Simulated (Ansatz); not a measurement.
# SiGeH6 + H2S: a complex and its separated parts

Aim: how far the complex at one end of a reaction step lies below its separated, relaxed parts, level by level.

The runs use Ansatz 0.2.0, Gaussian basis; PBE0-D4/def2-TZVP structures, single points in def2-TZVPP, no counterpoise correction.

Levels: SPW92, PBE-D4, BLYP-D4, r2SCAN-D4, B97M-V, PBE0-D4, B3LYP-D4, r2SCAN0-D4, BHLYP-D4, CAM-B3LYP-D4, wB97X-V, wB97M-V, B2PLYP, PBE-QIDH, RPA on PBE, Hartree-Fock, MP2, CCSD, CCSD(T).

Cores are frozen in the correlated methods. Filled d shells of the heavier atoms are correlated. B3LYP uses VWN-RPA correlation. B2PLYP carries no dispersion term here.

94 further runs of the same task are left out: 94 set aside as unsound or not needed.

## Step 1: Where the work starts

The complex: 11 atoms, charge 0, spin multiplicity 1.

Atoms are counted from 1 here; the program's logs count them from 0.

Bond lengths: Ge1–Si2 2.378 Å, Ge1–H3 1.537 Å, Ge1–H4 1.535 Å, Ge1–H5 1.541 Å, Si2–H8 1.487 Å, Si2–H9 1.488 Å, Si2–H10 1.486 Å, H6–S7 1.341 Å, S7–H11 1.341 Å. Angles: Si2–Ge1–H3 111.1°, Si2–Ge1–H4 111.4°, Si2–Ge1–H5 109.0°, H3–Ge1–H4 109.1°, H3–Ge1–H5 107.9°, H4–Ge1–H5 108.3°, Ge1–Si2–H8 110.0°, Ge1–Si2–H9 109.9°, Ge1–Si2–H10 111.5°, H8–Si2–H9 108.5°, H8–Si2–H10 108.5°, H9–Si2–H10 108.4°, H6–S7–H11 92.3°.

Geometry (Å):

```tsv
atom	x (Å)	y (Å)	z (Å)
Ge1	-1.5304	0.2454	-0.0464
Si2	-0.0667	-1.5197	0.5831
H3	-1.2262	0.7335	-1.4717
H4	-1.4280	1.4318	0.9222
H5	-2.9808	-0.2749	-0.0234
H6	2.7373	1.3151	0.0342
S7	1.8628	2.1946	-0.4764
H8	-0.4076	-1.9992	1.9492
H9	-0.2099	-2.6573	-0.3649
H10	1.3528	-1.0792	0.5775
H11	1.8967	1.6100	-1.6833
```

Its parts: SiGeH6 holds atoms 1, 2, 3, 4, 5, 8, 9, 10; H2S holds atoms 6, 7, 11. Each part counts its atoms afresh in its own runs.

## Step 2: Relaxing SiGeH6 alone

Input file relax-a/in.yaml:

```yaml
crystal:
  periodic: [false, false, false]
  atoms:
    - {symbol: Ge, position_ang: [-1.530423, 0.245372, -0.046417]}
    - {symbol: Si, position_ang: [-0.066708, -1.519686, 0.583131]}
    - {symbol: H, position_ang: [-1.226212, 0.733508, -1.471749]}
    - {symbol: H, position_ang: [-1.427988, 1.431843, 0.922239]}
    - {symbol: H, position_ang: [-2.980827, -0.274930, -0.023434]}
    - {symbol: H, position_ang: [-0.407614, -1.999165, 1.949249]}
    - {symbol: H, position_ang: [-0.209856, -2.657323, -0.364896]}
    - {symbol: H, position_ang: [1.352840, -1.079243, 0.577513]}
basis:
  gaussian: {orbitals: def2-TZVP}
hamiltonian: {xc: pbe0, dispersion: d4}
relax: {f_tol: 0.005, max_steps: 200}
```

The run is started by

```
ansatz run in.yaml --threads 4 --pin off --events-out ev --progress --plain --max-ram 9574MiB
```

The runs that follow: Relaxing H2S alone; SPW92/def2-TZVPP; PBE-D4/def2-TZVPP; BLYP-D4/def2-TZVPP; r2SCAN-D4/def2-TZVPP; B97M-V/def2-TZVPP; PBE0-D4/def2-TZVPP; B3LYP-D4/def2-TZVPP; r2SCAN0-D4/def2-TZVPP; BHLYP-D4/def2-TZVPP; CAM-B3LYP-D4/def2-TZVPP; wB97X-V/def2-TZVPP; wB97M-V/def2-TZVPP; B2PLYP/def2-TZVPP; PBE-QIDH/def2-TZVPP; RPA on PBE/def2-TZVPP; CCSD(T)/def2-TZVPP; Vibrations of SiGeH6; Vibrations of H2S.

What does the calculation give? Wanted: complex less parts, CCSD(T)/def2-TZVPP; with zero-point energy; largest T1 diagnostic.

**Answer**, as computed:

| quantity | value |
| --- | --- |
| complex less parts, CCSD(T)/def2-TZVPP | -0.061 eV |
| with zero-point energy | -0.039 eV |
| largest T1 diagnostic | 0.012 |

What this shows: At CCSD(T) the complex lies 0.061 eV below its parts. r2SCAN-D4 is the best functional here (-0.003 eV from CCSD(T)); SPW92 is the worst (-0.055 eV). Mean unsigned error by rung: LDA 0.055, GGA 0.020, meta-GGA 0.011, hybrid 0.018, range-separated hybrid 0.015, double hybrid 0.029 eV. PBE-D4 gives a relative energy 0.027 eV too low, an error of 45 % of the reference. The complex's frequency run has imaginary modes: the structure is no minimum, so both the energy and the zero-point correction are in doubt. No counterpoise was applied, and triple zeta lacks some correlation, so the CCSD(T) reference has a basis error of its own, and close matches with it are partly luck.
